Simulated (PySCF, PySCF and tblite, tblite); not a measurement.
# CH₄BN₂P: conformers and averaged spectra

Aim: find the conformers of CH₄BN₂P (`N#CB(N)P`), weigh them, and average their properties.

Programs: PySCF 2.14.0 with density-fitted response routines of our own, and tblite 0.8.0. All values are computed, except where a source is named. Atoms count from 0 throughout.

## 1. The molecule as given

9 atoms, charge 0, multiplicity 1; geometry from: UFF geometry.

Bonds of the start (Å): B2–N3 1.54, B2–P4 1.93, C1–B2 1.52, N0–C1 1.17, N3–H5 1.05, N3–H6 1.04, P4–H7 1.45, P4–H8 1.45.

## 2. GFN2-xTB relaxation, conformer 1

Job settings and geometry (Å):

```
{"job": {"xc": "GFN2-xTB", "basis": "xTB", "kind": "relax"}, "charge": 0, "multiplicity": 1}
N      2.901500     0.238600     0.083700
C      1.743300     0.156500    -0.068400
B      0.236900     0.029500    -0.245400
N     -0.650400     1.286400    -0.297500
P     -0.564500    -1.713400    -0.481100
H     -1.308500     1.217100     0.520700
H     -0.042700     2.117700    -0.130800
H     -1.921200    -1.237600    -0.311400
H     -0.381000    -2.088700     0.905100
```

Run with:

```sh
$ OMP_NUM_THREADS=1 python ens_run.py task.json out
```

One launch serves the whole session.

The program printed:

```text
step      E/eV     max force
  0    -372.92783    3.424
  1    -373.06256    7.702
  2    -373.37671    2.185
  3    -373.45071    0.991
  4    -373.54504    0.977
  5    -373.60862    0.956
  6    -373.65815    0.666
  7    -373.70345    0.450
  8    -373.71691    0.318
  9    -373.72668    0.321
 10    -373.74121    0.481
 11    -373.75855    0.566
 12    -373.77772    0.658
 13    -373.80111    0.499
 14    -373.82863    0.425
 15    -373.83587    0.443
 16    -373.84649    0.219
 17    -373.84984    0.138
 18    -373.85140    0.119
 19    -373.85231    0.090
 20    -373.85348    0.117
 21    -373.85392    0.086
 22    -373.85446    0.066
 23    -373.85510    0.063
 24    -373.85550    0.065
 25    -373.85616    0.120
 26    -373.85703    0.156
 27    -373.85820    0.153
 28    -373.85945    0.132
 29    -373.86073    0.154
 30    -373.86229    0.199
 31    -373.86458    0.310
 32    -373.86739    0.299
 33    -373.87040    0.163
 34    -373.87309    0.172
 35    -373.87654    0.258
 36    -373.88074    0.271
 37    -373.88313    0.201
 38    -373.87822    0.379
 39    -373.88495    0.096
 40    -373.88532    0.060
 41    -373.88624    0.163
 42    -373.88680    0.186
 43    -373.88757    0.087
 44    -373.88779    0.063
 45    -373.88834    0.085
 46    -373.88885    0.103
 47    -373.88923    0.082
 48    -373.88936    0.052
 49    -373.88942    0.027
 50    -373.88942    0.027
 51    -373.88945    0.034
 52    -373.88951    0.047
 53    -373.88956    0.032
 54    -373.88962    0.045
 55    -373.88969    0.047
 56    -373.88973    0.025
 57    -373.88978    0.030
 58    -373.88984    0.056
 59    -373.88991    0.059
 60    -373.88996    0.031
 61    -373.88998    0.013
 62    -373.88999    0.018
 63    -373.89000    0.028
 64    -373.89001    0.023
 65    -373.89002    0.009
 66    -373.89002    0.006
 67    -373.89002    0.012
 68    -373.89003    0.017
 69    -373.89003    0.014
 70    -373.89003    0.006
 71    -373.89003    0.004
```

It took 0.41 s on 1 thread of Arm Neoverse N1, shared host.

The energy fell by 0.962 eV, and the atoms moved 0.44 Å (root mean square).

## 3. DFT optimisation, conformer 1: PBE0-D3(BJ)/def2-SVP

Job settings and geometry (Å):

```
{"job": {"kind": "geom", "xc": "PBE0", "basis": "def2-SVP", "d3": "d3bj", "grid": 1, "maxiter": 40}, "charge": 0, "multiplicity": 1}
N      2.823840     0.051409     0.164114
C      1.685762     0.101773     0.018966
B      0.168270     0.113491    -0.148782
N     -0.514149     1.313078    -0.122121
P     -0.738967    -1.542178    -0.489004
H     -1.511487     1.387158    -0.243458
H     -0.067443     2.208638    -0.005976
H     -1.798953    -1.319430     0.377583
H     -0.033311    -2.307945     0.423499
```

The program printed:

```text
step   0  E = -515.68970266  max force = 0.029591
step   1  E = -515.69202177  max force = 0.005451
step   2  E = -515.69212465  max force = 0.001006
step   3  E = -515.69215022  max force = 0.000773
step   4  E = -515.69217685  max force = 0.001569
step   5  E = -515.69219793  max force = 0.001053
step   6  E = -515.69220601  max force = 0.000356
optimisation converged
```

It took 29 s on 1 thread of Arm Neoverse N1, shared host; peak memory 0.39 GiB.

Relaxing gained 0.068 eV and moved the atoms by 0.09 Å on average (rms).

## 4. Shieldings, conformer 1: B97-2/pcSseg-1

Job settings and geometry (Å):

```
{"job": {"xc": "B97-2", "basis": "pcSseg-1", "kind": "nmr", "pop": true}, "charge": 0, "multiplicity": 1}
N      2.819784    -0.058404     0.063172
C      1.663919    -0.011042    -0.023045
B      0.115030     0.010912    -0.129528
N     -0.533856     1.237545    -0.076019
P     -0.778167    -1.654820    -0.491989
H     -1.539115     1.336499    -0.132424
H     -0.037492     2.115447     0.015975
H     -1.974048    -1.394176     0.241598
H     -0.141693    -2.414179     0.530623
```

The program printed:

```text
coarse grid: 8400 points
cycle   1  E = -516.1286584888  dE =  4.039e-01  |g| = 4.015e-01  |ddm| = 2.686e+00
cycle   2  E = -516.0435063008  dE =  8.515e-02  |g| = 7.510e-01  |ddm| = 7.706e-01
cycle   3  E = -516.1636569752  dE = -1.202e-01  |g| = 1.589e-01  |ddm| = 4.746e-01
cycle   4  E = -516.1690264735  dE = -5.369e-03  |g| = 4.721e-02  |ddm| = 1.275e-01
cycle   5  E = -516.1694882566  dE = -4.618e-04  |g| = 1.567e-02  |ddm| = 4.144e-02
cycle   6  E = -516.1695504936  dE = -6.224e-05  |g| = 1.792e-03  |ddm| = 1.495e-02
cycle   7  E = -516.1695514205  dE = -9.268e-07  |g| = 6.133e-04  |ddm| = 3.449e-03
final grid: 77816 points
cycle   8  E = -516.1859810471  dE = -2.897e-05  |g| = 3.275e-03  |ddm| = 2.120e-02
cycle   9  E = -516.1859784701  dE =  2.577e-06  |g| = 4.497e-03  |ddm| = 7.422e-03
cycle  10  E = -516.1859831571  dE = -4.687e-06  |g| = 1.857e-03  |ddm| = 4.458e-03
cycle  11  E = -516.1859838868  dE = -7.298e-07  |g| = 3.944e-04  |ddm| = 1.257e-03
cycle  12  E = -516.1859839214  dE = -3.451e-08  |g| = 4.271e-05  |ddm| = 3.573e-04
cycle  13  E = -516.1859839217  dE = -3.799e-10  |g| = 2.806e-05  |ddm| = 6.208e-05
converged SCF energy = -516.1859839217

GIAO shielding tensors (ppm)
atom      isotropic    diamagn.    paramagn.     s11        s22        s33       span
  0 N      -92.615     337.651    -430.265   -268.658   -243.566    234.380    503.038
  1 C       58.428     262.183    -203.755    -62.303    -54.063    291.650    353.953
  2 B       67.349     195.598    -128.249      7.257     74.577    120.213    112.956
  3 N      142.489     317.072    -174.583     32.779    184.790    209.898    177.119
  4 P      532.273     966.360    -434.087    490.213    516.293    590.312    100.099
  5 H       27.132      30.675      -3.544     22.395     26.009     32.991     10.597
  6 H       26.779      29.831      -3.051     22.099     23.793     34.446     12.348
  7 H       29.193      29.257      -0.064     24.651     27.192     35.737     11.086
  8 H       28.881      28.633       0.248     24.315     27.050     35.279     10.964
```

Run time: 12 s. Hardware: 1 thread of Arm Neoverse N1, shared host; peak memory 0.52 GiB.

In short: HOMO -7.45 eV, LUMO -1.50 eV; dipole 4.70 D.

## 5. Single-point energy, conformer 1: PBE0/def2-TZVP

The job, as its differences from that of step 4:

```diff
@@ -1,2 +1,2 @@
-{"job": {"xc": "B97-2", "basis": "pcSseg-1", "kind": "nmr", "pop": true}, "charge": 0, "multiplicity": 1}
+{"job": {"xc": "PBE0", "basis": "def2-TZVP", "kind": "sp"}, "charge": 0, "multiplicity": 1}
 N      2.819784    -0.058404     0.063172
```

The program printed:

```text
coarse grid: 8400 points
cycle   1  E = -515.9670999649  dE =  4.063e-01  |g| = 4.067e-01  |ddm| = 2.338e+00
cycle   2  E = -515.8983560133  dE =  6.874e-02  |g| = 7.082e-01  |ddm| = 7.429e-01
cycle   3  E = -516.0014844107  dE = -1.031e-01  |g| = 1.621e-01  |ddm| = 4.704e-01
cycle   4  E = -516.0067610122  dE = -5.277e-03  |g| = 5.612e-02  |ddm| = 1.190e-01
cycle   5  E = -516.0074113245  dE = -6.503e-04  |g| = 1.661e-02  |ddm| = 3.764e-02
cycle   6  E = -516.0074793844  dE = -6.806e-05  |g| = 2.451e-03  |ddm| = 1.310e-02
cycle   7  E = -516.0074809376  dE = -1.553e-06  |g| = 8.630e-04  |ddm| = 2.952e-03
final grid: 77816 points
cycle   8  E = -515.9980927488  dE = -3.392e-05  |g| = 7.187e-03  |ddm| = 3.918e-02
cycle   9  E = -515.9980861945  dE =  6.554e-06  |g| = 8.796e-03  |ddm| = 1.145e-02
cycle  10  E = -515.9981036749  dE = -1.748e-05  |g| = 1.230e-03  |ddm| = 6.128e-03
cycle  11  E = -515.9981039951  dE = -3.202e-07  |g| = 2.633e-04  |ddm| = 8.435e-04
cycle  12  E = -515.9981040108  dE = -1.562e-08  |g| = 1.345e-04  |ddm| = 2.585e-04
cycle  13  E = -515.9981040142  dE = -3.435e-09  |g| = 6.304e-05  |ddm| = 1.025e-04
cycle  14  E = -515.9981040151  dE = -8.675e-10  |g| = 1.116e-05  |ddm| = 3.754e-05
converged SCF energy = -515.9981040151
```

Run time: 11 s. Hardware: 1 thread of Arm Neoverse N1, shared host; peak memory 0.62 GiB.

This run: HOMO -7.70 eV, LUMO -1.54 eV; dipole 4.66 D.

## 6. The ensemble: properties at B97-2/pcSseg-1

Job settings and geometry (Å):

```
{"job": {"study": "conf", "smiles": "N#CB(N)P", "search": {"seed": 9566, "n_embed": 90, "ff_keep": 18, "window": 3.0, "nmax": 4, "temps": [150, 200, 250, 298.15, 400], "t_ref": 298.15, "order": 0.002, "geom": true}, "level": {"nmr": {"xc": "B97-2", "basis": "pcSseg-1"}, "sp": {"xc": "PBE0", "basis": "def2-TZVP"}}, "kind": "conf"}, "charge": 0, "multiplicity": 1}
N      2.819784    -0.058404     0.063172
C      1.663919    -0.011042    -0.023045
B      0.115030     0.010912    -0.129528
N     -0.533856     1.237545    -0.076019
P     -0.778167    -1.654820    -0.491989
H     -1.539115     1.336499    -0.132424
H     -0.037492     2.115447     0.015975
H     -1.974048    -1.394176     0.241598
H     -0.141693    -2.414179     0.530623
```

The program printed:

```text
conformer  sym    E(xTB)   E(DFT)   G(298.15 K)  weight  dipole/D
    1     C1      0.000    0.000    0.000   1.0000    4.657

mean shielding (ppm) by class
class atoms           150 K      200 K      250 K   298.15 K      400 K
  0 N  0            -92.615    -92.615    -92.615    -92.615    -92.615
  1 C  1             58.428     58.428     58.428     58.428     58.428
  2 B  2             67.349     67.349     67.349     67.349     67.349
  3 N  3            142.489    142.489    142.489    142.489    142.489
  4 P  4            532.273    532.273    532.273    532.273    532.273
  5 H  5,6           26.956     26.956     26.956     26.956     26.956
  6 H  7,8           29.037     29.037     29.037     29.037     29.037
```

It took 35 s on 1 thread of Arm Neoverse N1, shared host. This counts the runs that the step sums up.

The search (ETKDG and KDG, UFF, GFN2-xTB) embedded 90 structures, kept 17 distinct ones after the force field and 1 after xTB; 1 was carried on (window 3.0 kcal/mol at the search's own energies). Energies: PBE0/def2-TZVP with D3(BJ).

Conformer by conformer (298 K):

```tsv
no.	group	mirror pair	ΔE xTB	ΔE DFT	ΔG	weight (%)	μ (D)	P4–B2–N3–H5 (°)	N3–B2–P4–H7 (°)	A, B, C (GHz)
1	C1	yes	0.00	0.00	0.00	100.0	4.66	6	-38	5.71, 2.65, 1.83
```

Energies in kcal/mol. ΔG holds xTB vibrations and rotation, symmetry numbers and mirror pairs.

Shifts against references run at the same level (¹³C TMS 183.7, ³¹P H3PO4 316.2, ¹⁵N NH3 262.9, ¹H TMS 31.38, ¹¹B BF3·OEt2 101.8 ppm of shielding), by class of atoms, at 298 K:

```tsv
atoms	environment	average
C1	nitrile carbon	125.3
H5, H6	hydrogen on a nitrogen bonded to B	4.42
H7, H8	hydrogen on a phosphorus bonded to B	2.34
N0	nitrile nitrogen	355.5
N3	nitrogen bonded to B, 2 H	120.4
B2	boron bonded to C, N, P	34.5
P4	phosphorus bonded to B, 2 H	-216.1
```

Effective distances for nuclear Overhauser effects, ⟨r⁻⁶⟩^(−1/6) over all pairs of two classes (Å): H5···H7 3.38.

## 7. Outcome

```
                            quantity                                                 value
                          conformers  1; the first in weight is no. 1 (C1), 100 % at 298 K
             root-mean-square dipole                                                4.66 D
averaged ¹³C shifts (B97-2/pcSseg-1)                                             125.3 ppm
 averaged ¹H shifts (B97-2/pcSseg-1)                                        4.42, 2.34 ppm
averaged ³¹P shifts (B97-2/pcSseg-1)                                            -216.1 ppm
```

The search found one conformer in the window, so the averages are its own values. Classes follow the bond graph; a pyramidal P, As or Sb inverts slowly, so protons on its two sides can differ where one class is shown. Where an open-chain amide-type bond turns slowly on the NMR time scale, such averages don't hold. Protons on O, N, S or Se exchange and bind to solvent, so their values hold for the lone molecule only.
